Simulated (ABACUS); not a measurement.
Write an ASE script for ABACUS 3.10.1 that does the following.

* Task: single point
* Functional: PBE
* Potentials or basis: Ansatz NC PBE
* Cutoff: 1361 eV
* Density cutoff: 5442 eV
* Basis: DZP LCAO (the cutoffs set its grid)
* k mesh: 5 × 4 × 3
* Occupations: fermi-dirac, width 0.05 eV
* Spin: no spin polarisation
* Radial cutoff of the potentials (pseudo_rcut): 7 bohr
* SCF threshold on the density: 1e-07
* Max SCF steps: 100
* Eigensolver: genelpa
* Mixing: broyden
* Mixing share: 0.7
* Symmetry key: 1
* Bands: 33

The structure of HPbNO4 lies in HPbNO4.cif:

```cif
data_HPbNO4
_cell_length_a 3.85724387
_cell_length_b 4.33786359
_cell_length_c 5.98437466
_cell_angle_alpha 81.87235663
_cell_angle_beta 83.25709198
_cell_angle_gamma 87.67895128
_space_group_name_H-M_alt 'P1'
_space_group_name_Hall 'P 1'
_space_group_IT_number 1
loop_
_space_group_symop_operation_xyz
'x,y,z'
loop_
_atom_site_label
_atom_site_type_symbol
_atom_site_symmetry_multiplicity
_atom_site_Wyckoff_symbol
_atom_site_fract_x
_atom_site_fract_y
_atom_site_fract_z
_atom_site_occupancy
H1 H 1 a 0.6151100000 0.8955900000 0.1984400000 1
Pb1 Pb 1 a 0.6459700000 0.4465100000 0.9168500000 1
N1 N 1 a 0.7147400000 0.2381000000 0.5005800000 1
O1 O 1 a 0.1695800000 0.4700700000 0.7776800000 1
O2 O 1 a 0.6291900000 0.9704500000 0.4984500000 1
O3 O 1 a 0.5642400000 0.9258300000 0.0384900000 1
O4 O 1 a 0.7802200000 0.4225000000 0.3195100000 1
```

The cell was built by a generator and needn't be a form met in nature.

The input as run:

run_abacus.py

```python
"""ABACUS run from a structure file: ASE reads it, the script writes STRU, KPT and INPUT."""
import re
import subprocess
import spglib
from ase import Atoms
from ase.io import read
from ase.units import Bohr

atoms = read("HPbNO4.cif")
cell, frac, numbers = spglib.standardize_cell((atoms.cell[:], atoms.get_scaled_positions(), atoms.numbers), to_primitive=True, symprec=1e-4)
atoms = Atoms(numbers=numbers, cell=cell, scaled_positions=frac, pbc=True)  # the primitive cell
atoms = atoms[(-atoms.numbers).argsort(kind="stable")]  # ABACUS lists atoms element by element
pseudo = {'Pb': 'Pb.upf', 'O': 'O.upf', 'N': 'N.upf', 'H': 'H.upf'}
orbital = {'Pb': 'Pb_confined-atom_8au_2s2p2d.orb', 'O': 'O_confined-atom_6au_2s2p1d.orb', 'N': 'N_confined-atom_6au_2s2p1d.orb', 'H': 'H_confined-atom_6au_2s1p.orb'}
magmoms = None
kmesh = [5, 4, 3]
params = {
    'suffix': 'HPbNO4',
    'calculation': 'scf',
    'basis_type': 'lcao',
    'pseudo_dir': './',
    'orbital_dir': './',
    'symmetry': 1,
    'dft_functional': 'pbe',
    'ecutwfc': 100,
    'pseudo_rcut': 7,
    'nspin': 1,
    'nbands': 33,
    'ks_solver': 'genelpa',
    'smearing_method': 'fd',
    'smearing_sigma': 0.00367493,
    'scf_thr': 1e-07,
    'scf_nmax': 100,
    'mixing_type': 'broyden',
    'mixing_beta': 0.7,
    'cal_force': 1,
    'cal_stress': 1,
    'out_mul': 1,
    'out_chg': 1,
    'out_pot': 2,
    'out_elf': 1,
}

symbols = atoms.get_chemical_symbols()
elements = list(dict.fromkeys(symbols))
lines = ["ATOMIC_SPECIES"] + [f"{e} {atoms.get_masses()[symbols.index(e)]:.4f} {pseudo[e]}" for e in elements]
if orbital:
    lines += ["", "NUMERICAL_ORBITAL"] + [orbital[e] for e in elements]
lines += ["", "LATTICE_CONSTANT", f"{1 / Bohr:.10f}", "", "LATTICE_VECTORS"]
lines += [" ".join(f"{x:.10f}" for x in v) for v in atoms.cell]
lines += ["", "ATOMIC_POSITIONS", "Direct"]
for e in elements:
    lines += ["", e, "0.0", str(symbols.count(e))]
    for i, p in enumerate(atoms.get_scaled_positions(wrap=False)):
        if symbols[i] == e:
            mag = "" if magmoms is None else " mag " + " ".join(str(x) for x in (magmoms[i] if isinstance(magmoms[i], list) else [magmoms[i]]))
            lines.append(" ".join(f"{x:.10f}" for x in p) + " 1 1 1" + mag)
open("STRU", "w").write("\n".join(lines) + "\n")
open("KPT", "w").write("K_POINTS\n0\nGamma\n%d %d %d 0 0 0\n" % tuple(kmesh))
open("INPUT", "w").write("INPUT_PARAMETERS\n" + "".join(f"{k:<20s}{v}\n" for k, v in params.items()))

done = subprocess.run(['mpirun', '-np', '4', 'abacus'])
if done.returncode:
    raise SystemExit(done.returncode)
log = open("OUT.HPbNO4/running_scf.log").read()
print("final energy (eV):", re.findall(r"FINAL_ETOT_IS (\S+)", log))
```

Potentials or basis: Ansatz NC PBE, DZP LCAO (the cutoffs set its grid).

Command:

```console
$ OMP_NUM_THREADS=1 python run_abacus.py > log
```

It gave:

* Pressure: 3.0 GPa
* Largest force: 2.032 eV/Å
* Band gap on the k mesh: 0.56 eV, indirect (least direct gap 0.96 eV)
* Mulliken charges: Pb -0.11; O +0.06, -0.07, +0.31, -0.05; N +0.05; H -0.20 e

Caveat: the atomic orbitals were generated for these runs and aren't a published set; Mulliken charges move with the basis; spin-orbit coupling is left out, which as a rule narrows the gap of such compounds by several tenths of an eV; an odd mesh through Γ misses points on the zone boundary, where band edges often lie; the basis of atomic orbitals isn't converged, which shifts pressures, moduli and gaps; forces of over 1 eV/Å show positions far from the minimum, so gaps and moduli don't describe the material at rest.

Run time: 11 s on 4 MPI ranks on Intel(R) Xeon(R) 6975P-C (Granite Rapids), on a shared host, peak memory 0.64 GiB a rank.
